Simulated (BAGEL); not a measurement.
# HF/STO-3G (density fitting with qzvpp-jkfit) run of VHO2F2 (SMILES [O]=[V]([OH])([F])[F])

What is the energy change on altering one bond length of VHO2F2 at HF/STO-3G (density fitting with qzvpp-jkfit)? 

The results are computed with BAGEL 1.2.2.

1 further run of the same task is left out (it didn't finish). Runs told in other sessions of the task aren't counted.

## Step 1: The molecule

VHO2F2: 6 atoms, total charge 0, spin state singlet. SMILES: `[O]=[V]([OH])([F])[F]`. The shape is that of a PBE0-D4/def2-TZVP optimisation. This is one conformer, not always the lowest.

Bond lengths: O1–V2 1.547 Å, V2–O3 1.740 Å, V2–F4 1.723 Å, V2–F5 1.723 Å, O3–H6 0.963 Å. Angles: O1–V2–O3 108.3°, O1–V2–F4 109.1°, O1–V2–F5 109.1°, O3–V2–F4 109.9°, O3–V2–F5 109.9°, F4–V2–F5 110.4°, V2–O3–H6 123.0°.

## Step 2: A single-point energy at HF/STO-3G (density fitting with qzvpp-jkfit)

Contents of input.json:

```json
{ "bagel": [

{
  "title": "molecule",
  "basis": "sto-3g",
  "df_basis": "qzvpp-jkfit",
  "angstrom": true,
  "geometry": [
    { "atom": "O", "xyz": [      -1.305300,      -0.128400,       0.919300 ] },
    { "atom": "V", "xyz": [      -0.290000,       0.188500,      -0.203700 ] },
    { "atom": "O", "xyz": [       1.240700,      -0.516700,       0.229200 ] },
    { "atom": "F", "xyz": [      -0.853200,      -0.493300,      -1.682400 ] },
    { "atom": "F", "xyz": [      -0.128000,       1.897400,      -0.352000 ] },
    { "atom": "H", "xyz": [       1.377800,      -1.011400,       1.043400 ] }
  ]
},

{ "title": "hf" },

{ "title": "print", "file": "orbitals.molden", "orbitals": true }

]}
```

Run with:

```console
$ BAGEL_NUM_THREADS=1 BAGEL input.json > input.out
```

Log:

```text
* using 1 threads per process

  ===============================================================
  ===============================================================

  *** Geometry ***

  { "atom" : "O", "xyz" : [     -2.466660,     -0.242641,      1.737225 ] },
  { "atom" : "V", "xyz" : [     -0.548021,      0.356213,     -0.384937 ] },
  { "atom" : "O", "xyz" : [      2.344583,     -0.976421,      0.433125 ] },
  { "atom" : "F", "xyz" : [     -1.612314,     -0.932202,     -3.179275 ] },
  { "atom" : "F", "xyz" : [     -0.241885,      3.585566,     -0.665184 ] },
  { "atom" : "H", "xyz" : [      2.603665,     -1.911269,      1.971740 ] },

  Number of auxiliary basis functions:      590

  Since a DF basis is specified, we compute 2- and 3-index integrals:
    o Being stored without compression. Storage requirement is 0.007 GB

  Number of basis functions:       39
  Number of electrons      :       58

    * METHOD: MOLECULE                             0.25

  *** RHF ***

  === Nuclear Repulsion ===
   343.0034034373

      * DIIS with orbital gradients will be used.

  === RHF iteration (sto-3g) ===
      0      -1277.05591019          0.04284874           0.04
      1      -1274.98736872          0.12269032           0.04
      2      -1277.71350762          0.01087018           0.04
      3      -1277.73861112          0.00340390           0.04
      4      -1277.74171749          0.00038361           0.04
      5      -1277.74181183          0.00017313           0.04
      6      -1277.74182786          0.00004366           0.04
      7      -1277.74182947          0.00001775           0.04
      8      -1277.74182978          0.00000813           0.04
      9      -1277.74182984          0.00000374           0.04
     10      -1277.74182986          0.00000229           0.04
     11      -1277.74182987          0.00000177           0.04
     12      -1277.74182987          0.00000083           0.04
     13      -1277.74182987          0.00000021           0.04
     14      -1277.74182987          0.00000010           0.04
     15      -1277.74182987          0.00000006           0.04
     16      -1277.74182987          0.00000003           0.04
     17      -1277.74182987          0.00000002           0.04
     18      -1277.74182987          0.00000002           0.04
     19      -1277.74182987          0.00000001           0.04
    * SCF iteration converged.

    * Permanent dipole moment:
           (   -0.423327,     0.243121,    -0.206025) a.u.

    * METHOD: HF                                   0.84

    * METHOD: PRINT                                0.00

  ===============================================================
```

Wall time 1.2 s (1 thread of Arm Neoverse V2, shared host).

## Step 3: The distorted shape, same level

Contents of input.json:

```json
{ "bagel" : [

{
  "title" : "molecule",
  "basis" : "sto-3g",
  "df_basis" : "qzvpp-jkfit",
  "angstrom" : true,
  "geometry" : [
    { "atom" : "O", "xyz" : [   -1.534949,   -0.022600,    0.854353 ] },
    { "atom" : "V", "xyz" : [   -0.519649,    0.294300,   -0.268647 ] },
    { "atom" : "O", "xyz" : [    1.240700,   -0.516700,    0.229200 ] },
    { "atom" : "F", "xyz" : [   -1.082849,   -0.387500,   -1.747347 ] },
    { "atom" : "F", "xyz" : [   -0.357649,    2.003200,   -0.416947 ] },
    { "atom" : "H", "xyz" : [    1.377800,   -1.011400,    1.043400 ] }
  ]
},
{
  "title" : "hf"
},
{
  "title" : "print",
  "file" : "orbitals.molden",
  "orbitals" : true
}

]}
```

Run with:

```console
$ BAGEL_NUM_THREADS=1 BAGEL input.json > input.out
```

Log:

```text
* using 1 threads per process

  ===============================================================
  ===============================================================

  *** Geometry ***

  { "atom" : "O", "xyz" : [     -2.900633,     -0.042708,      1.614493 ] },
  { "atom" : "V", "xyz" : [     -0.981994,      0.556146,     -0.507669 ] },
  { "atom" : "O", "xyz" : [      2.344583,     -0.976421,      0.433125 ] },
  { "atom" : "F", "xyz" : [     -2.046288,     -0.732269,     -3.302007 ] },
  { "atom" : "F", "xyz" : [     -0.675859,      3.785499,     -0.787916 ] },
  { "atom" : "H", "xyz" : [      2.603665,     -1.911269,      1.971740 ] },

  Number of auxiliary basis functions:      590

  Since a DF basis is specified, we compute 2- and 3-index integrals:
    o Being stored without compression. Storage requirement is 0.007 GB

  Number of basis functions:       39
  Number of electrons      :       58

    * METHOD: MOLECULE                             0.24

  *** RHF ***

  === Nuclear Repulsion ===
   332.0645536782

      * DIIS with orbital gradients will be used.

  === RHF iteration (sto-3g) ===
      0      -1276.90502430          0.04486218           0.04
      1      -1273.65901145          0.14733976           0.04
      2      -1277.63897300          0.01397853           0.04
      3      -1277.67991571          0.00357245           0.04
      4      -1277.68346651          0.00067347           0.04
      5      -1277.68373579          0.00024291           0.04
      6      -1277.68379318          0.00012033           0.04
      7      -1277.68381378          0.00003127           0.04
      8      -1277.68381502          0.00001610           0.04
      9      -1277.68381534          0.00000720           0.04
     10      -1277.68381540          0.00000431           0.04
     11      -1277.68381544          0.00000148           0.04
     12      -1277.68381544          0.00000085           0.04
     13      -1277.68381544          0.00000049           0.04
     14      -1277.68381544          0.00000020           0.04
     15      -1277.68381544          0.00000009           0.04
     16      -1277.68381544          0.00000004           0.04
     17      -1277.68381544          0.00000002           0.04
     18      -1277.68381544          0.00000001           0.04
     19      -1277.68381544          0.00000001           0.04
    * SCF iteration converged.

    * Permanent dipole moment:
           (    0.016371,     0.025878,    -0.055318) a.u.

    * METHOD: HF                                   0.86

    * METHOD: PRINT                                0.00

  ===============================================================
```

Run time: 1.2 s. Hardware: 1 thread of Arm Neoverse V2, shared host.

## Step 4: What came out

Level: HF/STO-3G (density fitting with qzvpp-jkfit).

```
                                                         quantity           value
                                        first shape: total energy  -1277.74183 Eh
                                       first shape: dipole moment          1.35 D
                                         first shape: HOMO energy       -10.30 eV
                                         first shape: LUMO energy         6.83 eV
                                       first shape: HOMO–LUMO gap        17.13 eV
                                    distorted shape: total energy  -1277.68382 Eh
                                   distorted shape: dipole moment          0.16 D
                                     distorted shape: HOMO energy        -9.56 eV
                                     distorted shape: LUMO energy         5.92 eV
                                   distorted shape: HOMO–LUMO gap        15.48 eV
energy change with the V2–O3 bond stretched from 1.740 to 2.001 Å        1.579 eV
```

**Reading.** With the V2–O3 bond stretched from 1.740 to 2.001 Å the energy rises by 1.58 eV (36 kcal/mol). The first shape isn't relaxed at this level, so the change isn't measured from a minimum. The minimal basis adds a large error of its own.
